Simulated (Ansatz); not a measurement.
# C₂H₈FNSi: one species, many methods

How much do the methods differ for C₂H₈FNSi? The plan is to run it at one geometry with functionals of several rungs and with coupled cluster. The yardstick is the atomisation energy at the CCSD(T) limit.

The runs use Ansatz 0.2.0, Gaussian basis; functionals in def2-TZVPP, the program's frozen cores in correlated methods.

Levels to be run: PBE-D4, r2SCAN-D4, PBE0-D4, B3LYP-D4, ωB97X-V, ωB97M-V, B2PLYP; CCSD(T)/def2-TZVPP; MP2/def2-QZVPP; extrapolation to the limit.

## (1) Structure used throughout

All runs share one geometry, relaxed beforehand with PBE0-D4 in a triple-zeta def2 set.

SMILES `N[SiH2]CCF`, 13 atoms, charge 0, spin multiplicity 1.

Atoms are counted from 1 here; the program's logs count them from 0.

Bond lengths: N1–Si2 1.719 Å, N1–H6 1.008 Å, N1–H7 1.007 Å, Si2–C3 1.877 Å, Si2–H8 1.496 Å, Si2–H9 1.488 Å, C3–C4 1.504 Å, C3–H10 1.094 Å, C3–H11 1.097 Å, C4–F5 1.389 Å, C4–H12 1.095 Å, C4–H13 1.095 Å. Angles: Si2–N1–H6 120.3°, Si2–N1–H7 119.2°, H6–N1–H7 110.6°, N1–Si2–C3 108.7°, N1–Si2–H8 115.2°, N1–Si2–H9 106.6°, C3–Si2–H8 107.6°, C3–Si2–H9 111.5°, H8–Si2–H9 107.3°, Si2–C3–C4 114.1°, Si2–C3–H10 108.1°, Si2–C3–H11 107.9°, C4–C3–H10 110.2°, C4–C3–H11 109.2°, H10–C3–H11 107.1°, C3–C4–F5 110.7°, C3–C4–H12 111.7°, C3–C4–H13 111.6° and more.

## (2) PBE-D4 (GGA)

Input file in.yaml:

```yaml
crystal:
  periodic: [false, false, false]
  atoms:
    - {symbol: N, position_ang: [-0.408605, 1.929361, 1.284942]}
    - {symbol: Si, position_ang: [-0.623348, 0.856837, -0.041359]}
    - {symbol: C, position_ang: [0.481789, -0.639710, 0.210156]}
    - {symbol: C, position_ang: [0.423793, -1.641385, -0.910228]}
    - {symbol: F, position_ang: [1.292115, -2.698601, -0.669193]}
    - {symbol: H, position_ang: [0.500142, 2.315981, 1.484528]}
    - {symbol: H, position_ang: [-1.132611, 2.595206, 1.501067]}
    - {symbol: H, position_ang: [-0.305401, 1.432802, -1.385370]}
    - {symbol: H, position_ang: [-2.061771, 0.476688, -0.052726]}
    - {symbol: H, position_ang: [0.202326, -1.114655, 1.155433]}
    - {symbol: H, position_ang: [1.512494, -0.282541, 0.321522]}
    - {symbol: H, position_ang: [0.717878, -1.196300, -1.865931]}
    - {symbol: H, position_ang: [-0.578402, -2.068383, -1.017941]}
basis:
  gaussian: {orbitals: def2-TZVPP}
hamiltonian: {xc: pbe, dispersion: d4}
output: {forces: true, orbitals: {seedname: orbitals}}
```

Started as:

```sh
$ ansatz run in.yaml --threads 4 --pin off --events-out ev --progress --plain --max-ram 10444MiB
```

Further steps of the session: r2SCAN-D4 (meta-GGA); PBE0-D4 (hybrid); B3LYP-D4 (hybrid); ωB97X-V (range-separated); ωB97M-V (range-separated); B2PLYP (double hybrid); CCSD(T) in def2-TZVPP; MP2 in def2-QZVPP.

Q: Predict the results of all the runs planned. Wanted: atomisation energy, CCSD(T)/CBS; farthest; mean size of error, hybrid; mean size of error, range-separated; gap, smallest and largest; T1 diagnostic; triples share of the correlation energy.

The runs gave:

```
                               quantity                                           value
        atomisation energy, CCSD(T)/CBS                                   4705.8 kJ/mol
 functionals within 23.5 kJ/mol (0.5 %)  r2SCAN-D4, PBE0-D4, B3LYP-D4, ωB97X-V, ωB97M-V
                               farthest                           PBE-D4 (+62.5 kJ/mol)
             mean size of error, hybrid                                      5.5 kJ/mol
    mean size of error, range-separated                                     15.6 kJ/mol
              gap, smallest and largest            5.63 eV (PBE-D4), 12.27 eV (ωB97X-V)
                          T1 diagnostic                                          0.0102
triples share of the correlation energy                                           3.4 %
```

What this shows: PBE-D4 is off by +62.5 kJ/mol. Double hybrids carry the basis error of their MP2 part in triple zeta, and no dispersion term here, so their miss is partly the set-up's. Misses under about 23.5 kJ/mol are within the doubt on the reference itself, which lacks core-valence correlation, relativity and higher excitations. Hartree-Fock recovers 73 % of the binding; the rest is correlation. Orbital gaps span 5.6 to 12.3 eV; exact exchange widens them.
